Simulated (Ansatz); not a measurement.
# MnO (Manganosite): the cost of one run

Method: DFT PBE+U (U_eff = 3.9 eV on Mn 3d), scalar-relativistic, plane waves, PAW, in Ansatz 0.2.0.

## (1) Starting point

Symmetry: Fm-3m, No. 225, cubic system. Conventional cell: a = 4.533 Å, b = 4.533 Å, c = 4.533 Å, α = 90.00°, β = 90.00°, γ = 90.00°. Around Mn (site symmetry m-3m) lie 6 O at 2.27 Å. O (site symmetry m-3m) is surrounded by 6 Mn at 2.27 Å.

As a file:

```
Mn O
1.0
     0.00000    2.26645    2.26645
     2.26645    0.00000    2.26645
     2.26645    2.26645    0.00000
Mn O
1 1
Direct
  0.00000 0.00000 0.00000
  0.50000 0.50000 0.50000
```

An earlier run at PBE+U (U_eff = 3.9 eV on Mn 3d) left this cell at 11.642 Å³/atom and 0.00 GPa (12×12×12 mesh).

## (2) Coarse mesh, to find the state of the open shells

Input file input.yaml:

```yaml
crystal:
  lattice:
    - [-2.2664522245, -2.2664522245, 4.532904449]
    - [-4.532904449, -2.2664522245, 2.2664522245]
    - [-2.2664522245, -4.532904449, 2.2664522245]
  atoms:
    - { symbol: Mn, position: [0.0, 0.0, 0.0], spin: 5.0 }
    - { symbol: O, position: [1.25, -0.75, -0.75] }
    - { symbol: Mn, position: [0.5, 0.5, 0.5], spin: 5.0 }
    - { symbol: O, position: [1.75, -0.25, -0.25] }
basis:
  ecutwfc: 420
  ecutrho_ratio: 4
kpoints:
  mp_grid: { grid: [5, 5, 5] }
hamiltonian:
  xc: pbe
  hubbard: { sites: [{ species: Mn, l: d, u_eff: 3.9 }] }
scf:
  occupations: { method: gaussian, width: 0.05 }
output:
  forces: true
  stress: true
  eigenvalues: true
  populations: true
  hubbard: { sites: [{ species: Mn, l: d }] }
magnetization:
  spin_polarized: true
```

Run with:

```console
$ ansatz run input.yaml --threads 2 --pin off --max-ram 5120MiB --backend cpu --events-out ev --progress --plain --runs-dir out
```

**Question.** How long does this run take on 2 threads of Arm Neoverse V1, shared host, and how much memory does it need?

About 3.5 s, with a peak of 0.37 GiB.
